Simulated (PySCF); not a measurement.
# C2H5GeN (SMILES C1=[N][GeH2][CH2]1) at 6 levels

Aim: a comparison of 6 runs (M06-2X/def2-SVP, PBE/def2-SVP, r2SCAN/def2-SVP, revPBE/def2-SVP, wB97M-V/def2-SVP, CCSD(T)/def2-SVP) of C2H5GeN. The job is set up through a Python script.

The results are computed with PySCF 2.14.0.

**1. Starting point**

C2H5GeN: 9 atoms, total charge 0, spin state singlet. SMILES: `C1=[N][GeH2][CH2]1`. Geometry: relaxed at PBE0-D4/def2-TZVP.

Bond lengths: C1–N2 1.278 Å, N2–Ge3 1.910 Å, C1–C4 1.512 Å, Ge3–C4 1.983 Å, C1–H5 1.098 Å, Ge3–H6 1.538 Å, Ge3–H7 1.538 Å, C4–H8 1.092 Å, C4–H9 1.092 Å. Some angles: C1–N2–Ge3 89.9°, N2–C1–C4 114.8°, N2–Ge3–C4 74.4°, C1–C4–Ge3 80.9°, N2–C1–H5 121.7°, C4–C1–H5 123.5°, N2–Ge3–H6 115.0°, N2–Ge3–H7 115.0°, C4–Ge3–H6 118.6°, C4–Ge3–H7 118.6°.

**2. The energy at M06-2X/def2-SVP (run 1)**

input.py reads:

```python
from pyscf import gto, dft

mol = gto.M(
    atom='''
C     -0.353001    -1.038782    -2.031645
N      1.957567    -0.344875    -2.157122
Ge     1.708123     1.059380     1.158402
C     -1.673164    -0.372465     0.412905
H     -1.276699    -2.039959    -3.596905
H      1.996496     3.947827     1.292762
H      3.356154    -0.239995     3.168504
H     -3.251274     0.939950     0.202201
H     -2.297151    -1.998763     1.518773
''',
    spin=0,
    verbose=3,
    max_memory=1860,
    basis='def2-svp',
    unit='bohr',
)

myscf = dft.RKS(mol)
myscf.xc = 'm06-2x'
myscf.conv_tol = 1e-10
myscf.grids.level = 5
myscf.kernel()
if not myscf.converged:
    myscf = myscf.newton().run(myscf.mo_coeff, myscf.mo_occ)

e_final = myscf.e_tot
print('E = %.10f Eh' % e_final)
```

Launch:

```
OMP_NUM_THREADS=1 python input.py
```

Output:

```text
converged SCF energy = -2210.49935001233
E = -2210.4993500123 Eh
```

Wall time 38 s (1 thread of Intel Xeon at 2.70GHz, shared host); peak memory 0.53 GiB.

**3. The energy at PBE/def2-SVP (run 2)**

calc.py reads:

```python
from pyscf import gto, dft

molecule = gto.M(
    atom=[
    ('C', (-0.186800, -0.549700, -1.075100)),
    ('N', (1.035900, -0.182500, -1.141500)),
    ('Ge', (0.903900, 0.560600, 0.613000)),
    ('C', (-0.885400, -0.197100, 0.218500)),
    ('H', (-0.675600, -1.079500, -1.903400)),
    ('H', (1.056500, 2.089100, 0.684100)),
    ('H', (1.776000, -0.127000, 1.676700)),
    ('H', (-1.720500, 0.497400, 0.107000)),
    ('H', (-1.215600, -1.057700, 0.803700)),
],
    charge=0,
    verbose=4,
    max_memory=1860,
    basis='def2-svp',
)

myscf = dft.RKS(molecule, xc='pbe')
myscf.conv_tol = 1e-10
myscf.grids.level = 5
myscf.kernel()
if not myscf.converged:
    myscf = myscf.newton().run(myscf.mo_coeff, myscf.mo_occ)

e_final = myscf.e_tot
print('E = %.10f Eh' % e_final)
```

Launch:

```
OMP_NUM_THREADS=1 python calc.py
```

Output:

```text
PySCF version 2.14.0

[... 84 lines left out ...]
converged SCF energy = -2210.07454564048
E = -2210.0745456405 Eh
```

It took 24 s on 1 thread of Intel Xeon at 2.70GHz, shared host; peak memory 0.52 GiB.

Run 3 isn't shown in full; the table further down has it.

**4. The energy at revPBE/def2-SVP (run 4)**

job.py reads:

```python
from pyscf import gto, dft

molecule = gto.M(
    atom=[
    ('C', (-0.186800, -0.549700, -1.075100)),
    ('N', (1.035900, -0.182500, -1.141500)),
    ('Ge', (0.903900, 0.560600, 0.613000)),
    ('C', (-0.885400, -0.197100, 0.218500)),
    ('H', (-0.675600, -1.079500, -1.903400)),
    ('H', (1.056500, 2.089100, 0.684100)),
    ('H', (1.776000, -0.127000, 1.676700)),
    ('H', (-1.720500, 0.497400, 0.107000)),
    ('H', (-1.215600, -1.057700, 0.803700)),
],
    basis='def2-svp',
    verbose=3,
    max_memory=1860,
)

mf = dft.RKS(molecule, xc='revpbe')
mf.conv_tol = 1e-10
mf.grids.level = 5
mf.kernel()
if not mf.converged:
    mf = mf.newton().run(mf.mo_coeff, mf.mo_occ)

energy = mf.e_tot
print('E = %.10f Eh' % energy)
```

Launch:

```
OMP_NUM_THREADS=1 python job.py
```

Output:

```text
converged SCF energy = -2210.36545800055
E = -2210.3654580006 Eh
```

Run time: 25 s. Hardware: 1 thread of Intel Xeon at 2.70GHz, shared host; peak memory 0.52 GiB.

Run 5 isn't shown in full; the table further down has it.

**5. A single-point energy at CCSD(T)/def2-SVP (run 6)**

input.py reads:

```python
from pyscf import gto, scf, cc

molecule = gto.M(
    atom='''
C     -0.186800    -0.549700    -1.075100
N      1.035900    -0.182500    -1.141500
Ge     0.903900     0.560600     0.613000
C     -0.885400    -0.197100     0.218500
H     -0.675600    -1.079500    -1.903400
H      1.056500     2.089100     0.684100
H      1.776000    -0.127000     1.676700
H     -1.720500     0.497400     0.107000
H     -1.215600    -1.057700     0.803700
''',
    max_memory=1860,
    verbose=3,
    basis='def2-svp',
    charge=0,
    spin=0,
)

calc0 = scf.RHF(molecule)
calc0.conv_tol = 1e-10
calc0.kernel()
if not calc0.converged:
    calc0 = calc0.newton().run(calc0.mo_coeff, calc0.mo_occ)

mycc = cc.CCSD(calc0, frozen=12)
mycc.kernel()
e_t = mycc.ccsd_t()
e_tot = mycc.e_tot + e_t
print(f'total energy: {e_tot:.8f} hartree')
```

Launch:

```
OMP_NUM_THREADS=1 python input.py
```

Output:

```text
converged SCF energy = -2208.04367581672
E(CCSD) = -2208.729682672586  E_corr = -0.6860068558642645
CCSD(T) correction = -0.0250172755439034
total energy: -2208.75469995 hartree
```

Run time: 46 s. Hardware: 1 thread of Intel Xeon at 2.70GHz, shared host; peak memory 0.62 GiB.

**6. Overview of the runs**

```
run             level  nlc grid  integration grid   energy (Eh)  dipole moment (D) of the reference  HOMO energy (eV)  LUMO energy (eV)  wall time
  1   M06-2X/def2-SVP         –                 5  -2210.499350                                2.46             -8.18              0.99       38 s
  2      PBE/def2-SVP         –                 5  -2210.074546                                2.31             -5.41             -1.26       24 s
  3   r2SCAN/def2-SVP         –                 5  -2210.474434                                2.43             -5.72             -1.08       42 s
  4   revPBE/def2-SVP         –                 5  -2210.365458                                2.29             -5.38             -1.19       25 s
  5  wB97M-V/def2-SVP         1                 5  -2210.383350                                2.43             -9.15              2.07    2.2 min
  6  CCSD(T)/def2-SVP         –                 –  -2208.754700                                2.71            -10.35              3.38       46 s
```

**7. What came out**

| quantity | value |
| --- | --- |
| run 6: total energy | -2208.75470 Eh |
| run 6: dipole moment (Hartree–Fock density) | 2.71 D |
| run 6: HOMO energy (Hartree–Fock orbitals) | -10.35 eV |
| run 6: LUMO energy (Hartree–Fock orbitals) | 3.38 eV |
| run 6: HOMO–LUMO gap (Hartree–Fock orbitals) | 13.73 eV |
| run 6: correlation energy (12 core orbitals frozen) | -711.0 mEh |
| run 6: (T) correction | -25.02 mEh |
| run 6: T1 diagnostic | 0.012 |

Over runs 1, 2, 3, 4, 5 the dipole moment (its size) runs from 2.29 D (revPBE/def2-SVP) to 2.46 D (M06-2X/def2-SVP). Over runs 1, 2, 3, 4, 5 the HOMO–LUMO gap runs from 4.15 eV (PBE/def2-SVP) to 11.22 eV (wB97M-V/def2-SVP). Totals of different functionals can't be ranked against each other. All runs together took 5.1 min, the longest 2.2 min.
